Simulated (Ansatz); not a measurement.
**Cl₂H₂NSi radical: up Jacob's ladder to CCSD(T)**

The task here is to estimate one member of a computed series from the others.

Method: functionals in def2-TZVPP, the program's frozen cores in correlated methods; program: Ansatz 0.2.0, Gaussian basis.

Levels to be run: LDA (SPW92), PBE-D4, revPBE-D4, BLYP-D4, r2SCAN-D4, B97M-V, PBE0-D4, B3LYP-D4, r2SCANh-D4, r2SCAN0-D4, HSE06-D4, BHLYP-D4, CAM-B3LYP-D4, LC-ωPBE, ωB97X-V, ωB97M-V, B2PLYP, PBE-QIDH; CCSD(T)/def2-SVP; CCSD(T)/def2-TZVPP; MP2/def2-QZVPP; extrapolation to the limit; RPA on PBE.

**The geometry**

An earlier PBE0-D4 in a triple-zeta def2 set relaxation fixed the geometry.

SMILES `N[Si](Cl)Cl`, 6 atoms, charge 0, spin multiplicity 2.

Atoms are counted from 1 here; the program's logs count them from 0.

Bond lengths: N1–Si2 1.704 Å, N1–H5 1.008 Å, N1–H6 1.008 Å, Si2–Cl3 2.060 Å, Si2–Cl4 2.060 Å. Angles: Si2–N1–H5 120.2°, Si2–N1–H6 120.1°, H5–N1–H6 112.7°, N1–Si2–Cl3 107.0°, N1–Si2–Cl4 107.0°, Cl3–Si2–Cl4 111.6°.

Set-up of the first run:

in.yaml reads:

```yaml
crystal:
  periodic: [false, false, false]
  atoms:
    - {symbol: N, position_ang: [-0.044379, 0.895349, -0.153618]}
    - {symbol: Si, position_ang: [-0.339650, -0.701377, 0.363168]}
    - {symbol: Cl, position_ang: [1.300246, -1.294116, 1.459197]}
    - {symbol: Cl, position_ang: [-0.574056, -1.849602, -1.330486]}
    - {symbol: H, position_ang: [0.310886, 1.580233, 0.495221]}
    - {symbol: H, position_ang: [-0.610948, 1.305511, -0.879582]}
basis:
  gaussian: {orbitals: def2-TZVPP}
magnetization: {spin_polarized: true, initial_magnetization: 1}
hamiltonian: {xc: lda}
output: {orbitals: {seedname: orbitals}}
```

Steps of the session up to this table: LDA; PBE-D4 (GGA); revPBE-D4 (GGA); BLYP-D4 (GGA); r2SCAN-D4 (meta-GGA); B97M-V (meta-GGA); PBE0-D4 (hybrid); B3LYP-D4 (hybrid); r2SCANh-D4 (hybrid); r2SCAN0-D4 (hybrid); HSE06-D4 (hybrid); BHLYP-D4 (hybrid); CAM-B3LYP-D4 (range-separated); LC-ωPBE-D4 (range-separated; the results give it without D4); ωB97X-V (range-separated); ωB97M-V (range-separated); B2PLYP (double hybrid); PBE-QIDH (double hybrid).

One of the session's tables, all rows but one given; the rest of the session is left out.

It belongs to the step «Orbital energies across the functionals». 

```
  functional  HOMO (eV)  LUMO (eV)  gap (eV)
 LDA (SPW92)      -4.95      -3.85      1.10
      PBE-D4      -4.94      -3.41      1.53
   revPBE-D4      -4.92      -3.27      1.65
     BLYP-D4      -4.76      -3.45      1.31
   r2SCAN-D4      -5.33      -2.92      2.41
      B97M-V      -5.04      -3.40      1.64
     PBE0-D4      -6.16      -2.52      3.64
    B3LYP-D4          ?          ?         ?
  r2SCANh-D4      -5.77      -2.62      3.15
  r2SCAN0-D4      -6.44      -2.19      4.26
    HSE06-D4      -5.76      -2.90      2.86
    BHLYP-D4      -7.22      -1.74      5.49
CAM-B3LYP-D4      -7.41      -1.66      5.75
     LC-ωPBE      -8.82      -0.23      8.59
     ωB97X-V      -8.32      -0.77      7.54
     ωB97M-V      -7.93      -0.93      7.00
```

**Question.** Estimate the row for B3LYP-D4.

Worked estimate for «HOMO (eV)». Against the share of exact exchange, BLYP-D4 (0, -4.76), BHLYP-D4 (0.5, -7.22) give a slope of -4.92 per unit share; at 0.2 the line stands at -5.74.

**Answer.** HOMO (eV): -5.89; LUMO (eV): -2.93; gap (eV): 2.96. In «HOMO (eV)» the line misses by +0.15.
